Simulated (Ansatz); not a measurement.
# ZnO (zincite): the cost of one run

All numbers are computed with Ansatz 0.2.0, driven from Python. Level of theory: DFT PBE, plane waves, PAW.

**1. Starting point**

It takes space group P6_3mc (No. 186, hexagonal). Conventional cell: a = 3.249 Å, b = 3.249 Å, c = 5.206 Å, α = 90.00°, β = 90.00°, γ = 120.00°. Zn (site symmetry 3m) has 4 O at 1.97 to 1.98 Å as nearest neighbours. Around O (site symmetry 3m) lie 4 Zn at 1.97 to 1.98 Å.

The script holds or builds the structure itself.

**2. Script**

Input file eos_zno.py:

```python
"""Equation of state of ZnO."""

import warnings

import ansatz as az
import numpy as np
from pymatgen.analysis.eos import EOS

VECTORS = np.array([
    [3.24931, 0.0, 0.0],
    [-1.62465, 2.81398, 0.0],
    [0.0, 0.0, 5.20571],
])
SITES = [
    ("Zn", [1 / 3, 2 / 3, 0.5]),
    ("Zn", [2 / 3, 1 / 3, 0.0]),
    ("O", [2 / 3, 1 / 3, 0.37901]),
    ("O", [1 / 3, 2 / 3, 0.87901]),
]


def on_lattice(cell):
    crystal = az.Crystal(lattice=az.Lattice.of(cell))
    for symbol, position in SITES:
        crystal = crystal.atom(symbol, position)
    return crystal

warnings.simplefilter("ignore", az.DeckWarning)

# scale the volume, keep shape and fractions
volumes, energies, pressures = [], [], []
for scale in np.linspace(0.95, 1.07, 5):
    cell = VECTORS * scale ** (1 / 3)
    calc = (
        on_lattice(cell).calculation()
        .functional("pbe")
        .pseudopotentials("paw")
        .occupations("fixed")
        .basis(500)  # plane waves up to this kinetic energy
        .kpoints(12, 12, 4)
        .stress()
    )
    rep = calc.run(threads=1, backend="cpu").report
    volumes.append(abs(np.linalg.det(cell)) / len(SITES))
    energies.append(rep["free_energy_ev"] / len(SITES))
    pressures.append(np.trace(rep["stress_gpa"]) / 3)
    print(f"V = {volumes[-1]:8.4f} A^3/atom  F = {energies[-1]:.5f} eV/atom  P = {pressures[-1]:8.3f} GPa")

for form in ["birch_murnaghan", "murnaghan", "pourier_tarantola"]:
    fit = EOS(eos_name=form).fit(volumes, energies)
    print(f"{form:18s} V0 {fit.v0:8.4f} A^3/atom  B0 {fit.b0_GPa:7.1f} GPa  B1 {fit.b1:5.2f}")
```

**3. The calls as engine input**

The engine receives this input (first run):

```yaml
crystal:
  lattice:
    - [3.1942263077725457, 0.0, 0.0]
    - [-1.5971082386484103, 2.7662762080397956, 0.0]
    - [0.0, 0.0, 5.117460578595031]
  atoms:
    - { symbol: Zn, position: [0.3333333333333333, 0.6666666666666666, 0.5] }
    - { symbol: Zn, position: [0.6666666666666666, 0.3333333333333333, 0.0] }
    - { symbol: O, position: [0.6666666666666666, 0.3333333333333333, 0.37901] }
    - { symbol: O, position: [0.3333333333333333, 0.6666666666666666, 0.87901] }
basis:
  ecutwfc: 500.0
kpoints:
  mp_grid:
    grid: [12, 12, 4]
hamiltonian:
  xc: pbe
  pseudopotentials:
    kind: paw
scf:
  occupations:
    method: fixed
output:
  stress: true
```

**4. Running it**

Started as:

```
$ python eos_zno.py
```

Q: Estimate wall time and peak memory on 1 thread of Arm Neoverse V1, shared host.

About 42 s, with a peak of 0.52 GiB.
